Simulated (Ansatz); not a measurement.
# BBrCl2FH: the cost of one run

The runs use Ansatz 0.2.0, Gaussian basis; PBE0-D4, def2-SVP first, then def2-TZVP.

152 further runs of the same task are left out: 152 set aside as unsound or not needed. Runs told in other sessions of the task aren't counted.

## 1. Where the work starts

The guess: 6 atoms, charge 0, spin multiplicity 1.

Atoms are counted from 1 here; the program's logs count them from 0.

Bond lengths: B1–Cl3 1.719 Å, B1–Cl4 1.719 Å, B1–Br6 2.174 Å, H5–Br6 1.673 Å. Angles: Cl3–B1–Cl4 124.2°, Cl3–B1–Br6 113.7°, Cl4–B1–Br6 113.7°, B1–Br6–H5 62.9°.

Coordinates:

```
atom    x (Å)    y (Å)    z (Å)
  B1  -0.2820   0.3459  -0.3640
  F2   1.3332  -0.2696   0.0429
 Cl3  -0.7045  -0.3096  -1.8962
 Cl4  -0.2934   2.0252   0.0044
  H5   0.7838  -0.8704   0.8999
 Br6  -0.8370  -0.9215   1.3130
```

Distances that are to change: B1–Br6 2.17 Å, F2–H5 1.18 Å, B1–F2 1.78 Å, H5–Br6 1.67 Å.

## 2. Relaxing the guess with the reacting distances held

File hold/in.yaml:

```yaml
crystal:
  periodic: [false, false, false]
  atoms:
    - {symbol: B, position_ang: [-0.282000, 0.345900, -0.364000]}
    - {symbol: F, position_ang: [1.333200, -0.269600, 0.042900]}
    - {symbol: Cl, position_ang: [-0.704500, -0.309600, -1.896200]}
    - {symbol: Cl, position_ang: [-0.293400, 2.025200, 0.004400]}
    - {symbol: H, position_ang: [0.783800, -0.870400, 0.899900]}
    - {symbol: Br, position_ang: [-0.837000, -0.921500, 1.313000]}
basis:
  gaussian: {orbitals: def2-SVP}
hamiltonian: {xc: pbe0, dispersion: d4}
relax: {f_tol: 0.04, max_steps: 150, escape_saddle: false, constraints: [{distance: [0, 5]}, {distance: [1, 4]}, {distance: [0, 1]}, {distance: [4, 5]}]}
```

The run is started by

```console
$ ansatz run in.yaml --threads 4 --pin off --events-out ev --progress --plain --max-ram 9574MiB
```

**Question.** How long does this run take on 4 threads of Arm Neoverse V1, shared host?

About 8 s.
